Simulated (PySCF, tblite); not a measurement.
**C₄H₁₂OSi₂: geometry, infrared bands and NMR shifts**

Wanted: the infrared bands and NMR shifts of C₄H₁₂OSi₂ (`CC[SiH2]O[C@@H]1C[SiH2]1`), by calculation.

The runs use tblite 0.8.0 and PySCF 2.14.0, with density-fitted response routines of our own; the level of theory stands in each step. All values are computed, except where a source is named. Atoms count from 0, in the outputs and in this text.

**1. Starting geometry**

19 atoms, charge 0, multiplicity 1; geometry from: force field or distance geometry start.

Bonds of the start (Å): C0–C1 1.54, C1–Si2 1.83, Si2–O3 1.72, O3–C4 1.39, C4–C5 1.49, C5–Si6 1.88, Si6–C4 1.87, C0–H7 1.12, C0–H8 1.10, C0–H9 1.11, C1–H10 1.12, C1–H11 1.12, Si2–H12 1.47, Si2–H13 1.48, C4–H14 1.14, C5–H15 1.12, C5–H16 1.11, Si6–H17 1.48, Si6–H18 1.45.

**2. Optimising the geometry with GFN2-xTB**

The job: settings as JSON, then the geometry in Å.

```
{"job": {"kind": "relax", "xc": "GFN2-xTB", "basis": "xTB"}, "charge": 0, "multiplicity": 1}
C      3.260700     0.093600    -0.153600
C      2.212600    -1.021200    -0.309500
Si     0.665500    -0.208900    -0.840200
O     -0.759600    -0.809600    -0.091900
C     -1.571500     0.292900     0.158200
C     -2.529500     0.327200     1.299800
Si    -3.356700     0.225400    -0.385200
H      3.509800     0.445800    -1.183200
H      2.797200     0.953500     0.362600
H      4.184100    -0.263400     0.341700
H      2.547800    -1.697000    -1.133200
H      2.128100    -1.623300     0.634100
H      0.471800    -0.372500    -2.285000
H      0.723900     1.230000    -0.517400
H     -1.091800     1.257800    -0.209100
H     -2.587100    -0.587700     1.942600
H     -2.587700     1.314100     1.809500
H     -4.018900     1.490700    -0.779200
H     -4.008500    -1.038100    -0.653200
```

On the command line:

```sh
> OMP_NUM_THREADS=1 python probes_run.py task.json out
```

One launch serves the whole session: the jobs run in the order shown.

**Question.** This job is followed by: GFN2-xTB harmonic vibrations, gas phase; GIAO PBE0/pcSseg-1 NMR shielding, non-relativistic, gas phase. What will the session give for the following? strongest single infrared mode (GFN2-xTB); zero-point energy (GFN2-xTB); 13C shifts against TMS (PBE0/pcSseg-1); 1H shifts against TMS (PBE0/pcSseg-1, means over atoms taken as alike); 29Si shifts against TMS (PBE0/pcSseg-1); 17O shifts against H2O (PBE0/pcSseg-1).

The runs gave:

| quantity | value |
| --- | --- |
| strongest single infrared mode (GFN2-xTB) | 2164 cm⁻¹, 417 km/mol |
| zero-point energy (GFN2-xTB) | 90.9 kcal/mol |
| 13C shifts against TMS (PBE0/pcSseg-1) | 53.4, 9.4, 6.8, 3.6 ppm |
| 1H shifts against TMS (PBE0/pcSseg-1, means over atoms taken as alike) | 4.89, 4.88, 3.95, 2.70, 2.62, 0.96, 0.94, 0.92, 0.92, 0.84 ppm |
| 29Si shifts against TMS (PBE0/pcSseg-1) | -16.7, -147.3 ppm |
| 17O shifts against H2O (PBE0/pcSseg-1) | 25.0 ppm |

In words: Over 158 steps the energy fell by 1.126 eV; of the close pairs, Si2–O3 changed most, 1.718 to 1.614 Å. All 51 modes are real, so the xTB geometry is a minimum. The strongest single mode, at 2164 cm⁻¹, moves mainly H12 and H13. GFN2-xTB is a fitted tight-binding method: band positions and strengths are rough. Its intensities can rank the bands wrongly. At PBE0/pcSseg-1: Shielding is most anisotropic at Si6 (span 289 ppm, paramagnetic term -385 ppm).
